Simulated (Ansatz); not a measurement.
# ScZn: lattice vibrations

How does the lattice vibrate, and how do the modes shift with volume? Displacements sample a 2×2×2 mesh. Runs: cell and atoms relaxed (PAW); reference run (PAW); volume scaled by 0.970 (PAW); volume scaled by 1.030 (PAW); mode Grüneisen parameters (PAW).

Program: Ansatz 0.2.0. Level of theory: DFT PBEsol, frozen-core PAW, scalar-relativistic unless said. These are calculated values, not measurements.

**1. The system as given**

Symmetry: Pm-3m, No. 221, cubic system. The conventional cell has a = 3.350 Å, b = 3.350 Å, c = 3.350 Å, α = 90.00°, β = 90.00°, γ = 90.00°. Sc (site symmetry m-3m) is surrounded by 8 Zn at 2.90 Å. Zn (site symmetry m-3m) has 8 Sc at 2.90 Å as nearest neighbours.

Coordinates:

```xyz
2
Lattice="3.3500 0.0000 0.0000 0.0000 3.3500 0.0000 0.0000 0.0000 3.3500" Properties=species:S:1:pos:R:3 pbc="T T T"
Sc    0.0000    0.0000    0.0000
Zn    1.6750    1.6750    1.6750
```

Cartesian axes are those of the input's lattice vectors. The structure goes back to a database entry.

**2. Cell and atoms relaxed, PAW**

File input.yaml:

```yaml
crystal:
  lattice:
    - [3.35, 0.0, 0.0]
    - [0.0, 3.35, 0.0]
    - [0.0, 0.0, 3.35]
  atoms:
    - { symbol: Sc, position: [0.0, 0.0, 0.0] }
    - { symbol: Zn, position: [0.5, 0.5, 0.5] }
kpoints:
  mp_grid: { grid: [12, 12, 12] }
scf:
  occupations: { method: fermi_dirac, width: 0.1 }
hamiltonian:
  xc: pbesol
  pseudopotentials: { kind: paw }
relax:
  f_tol: 0.002
  max_steps: 80
  cell: {}
output:
  forces: true
  stress: true
```

The run is started by

```bash
> ansatz run input.yaml --threads 1 --pin off --max-ram 3072MiB --backend cpu --events-out ev --progress --plain --runs-dir out
```

**3. Reference run, PAW**

File input.yaml:

```yaml
crystal:
  lattice:
    - [3.30170284178, 0.0, 0.0]
    - [0.0, 3.30170284178, 0.0]
    - [0.0, 0.0, 3.30170284178]
  atoms:
    - { symbol: Sc, position: [0.0, 0.0, 0.0] }
    - { symbol: Zn, position: [0.5, 0.5, 0.5] }
kpoints:
  mp_grid: { grid: [12, 12, 12] }
scf:
  occupations: { method: fermi_dirac, width: 0.1 }
hamiltonian:
  xc: pbesol
  pseudopotentials: { kind: paw }
phonons:
  qmesh: [2, 2, 2]
  qpath:
    path:
      - [0.0, 0.0, 0.0]
      - [0.0, 0.5, 0.0]
      - [0.5, 0.5, 0.0]
      - [0.0, 0.0, 0.0]
      - [0.5, 0.5, 0.5]
      - [0.0, 0.5, 0.0]
      - [0.5, 0.5, 0.5]
      - [0.5, 0.5, 0.0]
    npoints: 6
  temperatures: { t_min: 0, t_max: 1000, t_step: 100 }
```

**4. Volume scaled by 0.970, PAW**

Edit input.yaml of step 3 so:

```diff
@@ -2,5 +2,5 @@
   lattice:
-    - [3.30170284178, 0.0, 0.0]
-    - [0.0, 3.30170284178, 0.0]
-    - [0.0, 0.0, 3.30170284178]
+    - [3.2683500277, 0.0, 0.0]
+    - [0.0, 3.2683500277, 0.0]
+    - [0.0, 0.0, 3.2683500277]
   atoms:
```

**5. Volume scaled by 1.030, PAW**

Edit input.yaml of step 4 so:

```diff
@@ -2,5 +2,5 @@
   lattice:
-    - [3.2683500277, 0.0, 0.0]
-    - [0.0, 3.2683500277, 0.0]
-    - [0.0, 0.0, 3.2683500277]
+    - [3.33439509506, 0.0, 0.0]
+    - [0.0, 3.33439509506, 0.0]
+    - [0.0, 0.0, 3.33439509506]
   atoms:
```

(Steps that only read results are left out.)

**Question.** What will these runs give? Wanted: highest mode on the mesh, without the LO shift; optical modes at Γ.

**Answer**, as computed:

| quantity | value |
| --- | --- |
| highest mode on the mesh, without the LO shift (PAW) | 246 cm⁻¹ |
| optical modes at Γ | 202 (T1u) cm⁻¹ |
| mean Grüneisen parameter at 300 K (PAW) | 1.11 |

What this shows: No mode on the mesh is unstable; the highest lies at 246 cm⁻¹ by PAW. Weighted by heat capacity at 300 K the mean Grüneisen parameter of the sampled modes is 1.11, which points to expansion on heating. Some modes have negative γ and soften under compression. Each set of modes is computed in the harmonic approximation. Cautions: frozen-core PAW files fitted under PBE, their cores solved anew for the functional of the run; responses of metals move with mesh and smearing.
